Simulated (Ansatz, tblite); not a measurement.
# The cluster Zr₃O₅: isomers from a random search

One table from this session's results is given with a row withheld; the runs are named, their logs left out.

The runs use Ansatz 0.2.0, Gaussian basis; relaxed with PBE0-D4/def2-SVP, singlet.

2 further runs of the same task are left out: 2 that didn't finish.

**The system as given**

8 atoms, charge 0, spin multiplicity 1.

Atoms are counted from 1 here; the program's logs count them from 0.

Bond lengths: Zr1–O4 2.051 Å, Zr1–O7 1.764 Å, Zr1–O8 1.929 Å, Zr2–O5 2.051 Å, Zr2–O6 1.764 Å, Zr2–O8 1.929 Å, Zr3–O4 1.843 Å, Zr3–O5 1.844 Å. Angles: O4–Zr1–O7 123.6°, O4–Zr1–O8 108.8°, O7–Zr1–O8 127.3°, O5–Zr2–O6 123.6°, O5–Zr2–O8 108.7°, O6–Zr2–O8 127.5°, O4–Zr3–O5 118.9°, Zr1–O4–Zr3 103.0°, Zr2–O5–Zr3 103.0°, Zr1–O8–Zr2 113.4°.

Zr takes a core potential in the def2 sets. No spin-orbit coupling is included.

A search from random starts with GFN1-xTB found 13 distinct shapes; 3 go on here. The structure above is candidate A, which lies 0.00 eV above the lowest at that level; B lies 0.59 eV above the lowest at that level; C lies 3.50 eV above the lowest at that level.

Set-up of the first run:

File in.yaml:

```yaml
crystal:
  periodic: [false, false, false]
  atoms:
    - {symbol: Zr, position_ang: [1.335110, -0.443610, -0.941800]}
    - {symbol: Zr, position_ang: [-1.184720, -0.573220, 1.064980]}
    - {symbol: Zr, position_ang: [-0.398060, 2.000510, -0.370430]}
    - {symbol: O, position_ang: [1.362390, 1.596740, -0.738830]}
    - {symbol: O, position_ang: [-1.116410, 1.469340, 1.242520]}
    - {symbol: O, position_ang: [-2.626000, -1.533630, 1.398860]}
    - {symbol: O, position_ang: [2.040720, -1.298230, -2.313850]}
    - {symbol: O, position_ang: [0.586980, -1.217890, 0.658540]}
basis:
  gaussian: {orbitals: def2-SVP}
hamiltonian: {xc: pbe0, dispersion: d4}
scf: {lower_state_search: "off"}
output: {orbitals: {seedname: orbitals}}
relax: {f_tol: 0.02, max_steps: 100}
```

The run is started by

```console
ansatz run in.yaml --threads 4 --pin off --events-out ev --progress --plain --max-ram 8704MiB
```

Among the steps run: Relaxing candidate A; Relaxing candidate B; Relaxing candidate C; Candidate B, PBE0-D4/def2-TZVP; Candidate B, PBE-D4/def2-TZVP; Candidate B, r2SCAN-D4/def2-TZVP; Candidate B, LDA/def2-TZVP; Candidate B, BHLYP-D4/def2-TZVP; Candidate B, CCSD(T)/def2-SVP; Candidate C, PBE0-D4/def2-TZVP; Candidate C, PBE-D4/def2-TZVP; Candidate C, r2SCAN-D4/def2-TZVP; Candidate C, LDA/def2-TZVP; Candidate C, BHLYP-D4/def2-TZVP; Candidate C, CCSD(T)/def2-SVP.

One of the session's tables, all rows but one given; the rest of the session is left out.

It belongs to the step «C against A». 

| level | C above A (eV) |
| --- | --- |
| GFN1-xTB | +3.937 |
| GFN2-xTB | +2.815 |
| HF/def2-SVP | +6.096 |
| LDA/def2-TZVP | +5.780 |
| PBE-D4/def2-TZVP | ? |
| r2SCAN-D4/def2-TZVP | +6.028 |
| PBE0-D4/def2-TZVP | +5.889 |
| BHLYP-D4/def2-TZVP | +6.072 |
| MP2/def2-SVP | +6.703 |
| CCSD/def2-SVP | +6.152 |
| CCSD(T)/def2-SVP | +6.130 |

Estimate the missing values for PBE-D4/def2-TZVP.

**Answer.** C above A (eV): +5.739. In the column «C above A (eV)» it lies between GFN1-xTB (+3.937) and LDA/def2-TZVP (+5.780).

CCSD(T)/def2-SVP is no safe reference here (restricted state is unstable towards broken spin symmetry).

Caveats from the session: The search was small, so a lower isomer may exist. Only singlets are compared; another spin may lie lower and prefer another shape.
